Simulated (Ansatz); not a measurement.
**CH6BFSSi: a ladder of functionals and wavefunction methods**

How much do the methods differ for CH6BFSSi? The plan is to run it at one geometry with functionals of several rungs and with coupled cluster. The yardstick is the atomisation energy at the CCSD(T) limit.

Method: functionals in def2-TZVPP, the program's frozen cores in correlated methods; program: Ansatz 0.2.0, Gaussian basis.

The runs, in order: LDA (SPW92), PBE-D4, revPBE-D4, BLYP-D4, r2SCAN-D4, B97M-V, PBE0-D4, B3LYP-D4, r2SCANh-D4, r2SCAN0-D4, HSE06-D4, BHLYP-D4, CAM-B3LYP-D4, LC-ωPBE, ωB97X-V, ωB97M-V, B2PLYP, PBE-QIDH; CCSD(T)/def2-SVP; CCSD(T)/def2-TZVPP; MP2/def2-QZVPP; extrapolation to the limit; RPA on PBE.

## (1) The relaxed structure

An earlier PBE0-D4 in a triple-zeta def2 set relaxation fixed the geometry.

11 atoms, charge 0, spin multiplicity 1.

Atoms are counted from 1 here; the program's logs count them from 0.

Bond lengths: B1–Si2 1.939 Å, B1–S4 2.034 Å, B1–H6 1.197 Å, B1–H7 1.196 Å, Si2–F3 1.597 Å, Si2–S4 2.236 Å, Si2–H8 1.483 Å, S4–C5 1.809 Å, C5–H9 1.089 Å, C5–H10 1.089 Å, C5–H11 1.089 Å. Angles: Si2–B1–S4 68.4°, Si2–B1–H6 115.1°, Si2–B1–H7 120.5°, S4–B1–H6 107.1°, S4–B1–H7 110.4°, H6–B1–H7 120.8°, B1–Si2–F3 123.5°, B1–Si2–S4 57.8°, B1–Si2–H8 130.1°, F3–Si2–S4 111.1°, F3–Si2–H8 106.4°, S4–Si2–H8 105.7°, B1–S4–Si2 53.8°, B1–S4–C5 102.6°, Si2–S4–C5 100.1°, S4–C5–H9 107.8°, S4–C5–H10 109.0°, S4–C5–H11 110.8° and more.

## (2) LDA

This LDA is Slater exchange with PW92 correlation.

in.yaml reads:

```yaml
crystal:
  periodic: [false, false, false]
  atoms:
    - {symbol: B, position_ang: [-0.581468, 1.424564, -0.116893]}
    - {symbol: Si, position_ang: [-0.813535, -0.061883, -1.339504]}
    - {symbol: F, position_ang: [-0.604345, 0.053325, -2.918046]}
    - {symbol: S, position_ang: [1.103196, 0.291623, -0.244080]}
    - {symbol: C, position_ang: [0.902398, -0.868833, 1.129075]}
    - {symbol: H, position_ang: [-0.338262, 2.476000, -0.634760]}
    - {symbol: H, position_ang: [-1.033451, 1.377296, 0.989447]}
    - {symbol: H, position_ang: [-1.175781, -1.473934, -1.067402]}
    - {symbol: H, position_ang: [1.254613, -0.376369, 2.034789]}
    - {symbol: H, position_ang: [1.496915, -1.759400, 0.929896]}
    - {symbol: H, position_ang: [-0.144978, -1.139390, 1.258079]}
basis:
  gaussian: {orbitals: def2-TZVPP}
hamiltonian: {xc: lda}
output: {orbitals: {seedname: orbitals}}
```

The runs that follow: PBE-D4 (GGA); revPBE-D4 (GGA); BLYP-D4 (GGA); r2SCAN-D4 (meta-GGA); B97M-V (meta-GGA); PBE0-D4 (hybrid); B3LYP-D4 (hybrid); r2SCANh-D4 (hybrid); r2SCAN0-D4 (hybrid); HSE06-D4 (hybrid); BHLYP-D4 (hybrid); CAM-B3LYP-D4 (range-separated); LC-ωPBE (range-separated); ωB97X-V (range-separated); ωB97M-V (range-separated); B2PLYP (double hybrid); PBE-QIDH (double hybrid); CCSD(T) in def2-SVP; CCSD(T) in def2-TZVPP; MP2 in def2-QZVPP; RPA on PBE orbitals.

Before running them: what should the planned runs give, taken together? Wanted: atomisation energy, CCSD(T)/CBS; farthest beyond LDA; mean size of error, GGA; mean size of error, meta-GGA; mean size of error, hybrid; mean size of error, range-separated; mean size of error, double hybrid; gap, smallest and largest; T1 diagnostic.

The runs gave:

```
                               quantity                                                                                                     value
        atomisation energy, CCSD(T)/CBS                                                                                             3875.4 kJ/mol
 functionals within 19.4 kJ/mol (0.5 %)  revPBE-D4, BLYP-D4, PBE0-D4, B3LYP-D4, r2SCANh-D4, r2SCAN0-D4, HSE06-D4, CAM-B3LYP-D4, LC-ωPBE, PBE-QIDH
                    farthest beyond LDA                                                                                   BHLYP-D4 (-96.3 kJ/mol)
                mean size of error, GGA                                                                                               34.0 kJ/mol
           mean size of error, meta-GGA                                                                                               39.9 kJ/mol
             mean size of error, hybrid                                                                                               27.4 kJ/mol
    mean size of error, range-separated                                                                                               17.5 kJ/mol
      mean size of error, double hybrid                                                                                               28.9 kJ/mol
              gap, smallest and largest                                                                 4.51 eV (LDA (SPW92)), 11.25 eV (LC-ωPBE)
                          T1 diagnostic                                                                                                    0.0123
triples share of the correlation energy                                                                                                     3.9 %
```

In words: LDA overbinds by 548.7 kJ/mol (14 %). PBE-D4 misses by +71.8 kJ/mol. Double hybrids carry the basis error of their MP2 part in triple zeta, and no dispersion term here, so their miss is partly the set-up's. Taken by rung, range-separated functionals do best (17.5 kJ/mol on average) and meta-GGA ones worst beyond LDA (39.9 kJ/mol). The reference freezes the cores and leaves out relativity and excitations past (T), so misses under about 19.4 kJ/mol can't be ranked. Hartree-Fock recovers 74 % of the binding; the rest is correlation. CCSD(T) in def2-SVP is off by -250.3 kJ/mol, worse than the median functional, from the basis alone. The gap grows from 4.5 to 11.3 eV across the functionals, mostly with the share of exact exchange.
